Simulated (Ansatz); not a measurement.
# CH2AlFO: how energies converge with the basis set

Aim: see how fast density functionals converge with the basis set for CH2AlFO.

Program: Ansatz 0.2.0, Gaussian basis. Level of theory: one geometry, several basis sets. These are calculated values, not measurements.

Plan: PBE0-D4/def2-SVP; ωB97M-V/def2-SVP; PBE0-D4/def2-QZVPP; ωB97M-V/def2-QZVPP; the functionals' def2-TZVPP values are taken from earlier runs.

**1. Structure used throughout**

All runs share one geometry, relaxed beforehand with PBE0-D4 in a triple-zeta def2 set.

SMILES `F[CH]1[O][AlH]1`, 6 atoms, charge 0, spin multiplicity 1.

Atoms are counted from 1 here; the program's logs count them from 0.

Bond lengths: F1–C2 1.372 Å, C2–O3 1.422 Å, C2–Al4 1.898 Å, C2–H5 1.091 Å, O3–Al4 1.723 Å, Al4–H6 1.568 Å. Angles: F1–C2–O3 111.6°, F1–C2–Al4 121.0°, F1–C2–H5 107.3°, O3–C2–Al4 60.5°, O3–C2–H5 113.2°, Al4–C2–H5 130.3°, C2–O3–Al4 73.6°, C2–Al4–O3 45.9°, C2–Al4–H6 176.4°, O3–Al4–H6 136.9°.

**2. PBE0-D4 in def2-SVP**

in.yaml

```yaml
crystal:
  periodic: [false, false, false]
  atoms:
    - {symbol: F, position_ang: [0.791734, -0.939645, 1.414545]}
    - {symbol: C, position_ang: [0.724761, -0.236132, 0.238809]}
    - {symbol: O, position_ang: [-0.160074, -0.851260, -0.689279]}
    - {symbol: Al, position_ang: [-0.867168, 0.663071, -0.271690]}
    - {symbol: H, position_ang: [1.743403, -0.137028, -0.139451]}
    - {symbol: H, position_ang: [-2.190657, 1.436994, -0.599034]}
basis:
  gaussian: {orbitals: def2-SVP}
hamiltonian: {xc: pbe0, dispersion: d4}
output: {orbitals: {seedname: orbitals}}
```

Launch:

```bash
$ ansatz run in.yaml --threads 2 --pin off --events-out ev --progress --plain --max-ram 4352MiB
```

Further steps of the session: ωB97M-V in def2-SVP; PBE0-D4 in def2-QZVPP; ωB97M-V in def2-QZVPP.

Q: Predict the results of all the runs planned. Wanted: PBE0-D4: double and triple zeta above quadruple; ωB97M-V: double and triple zeta above quadruple.

**Answer**, as computed:

| quantity | value |
| --- | --- |
| PBE0-D4: double and triple zeta above quadruple | 9.99, 0.53 eV |
| ωB97M-V: double and triple zeta above quadruple | 10.11, 0.51 eV |

**Reading.** PBE0-D4 gains 9.46 eV from double to triple zeta, then 0.53 eV more. These are total energies; as a rule much of such shifts cancels in differences, which this series doesn't test.
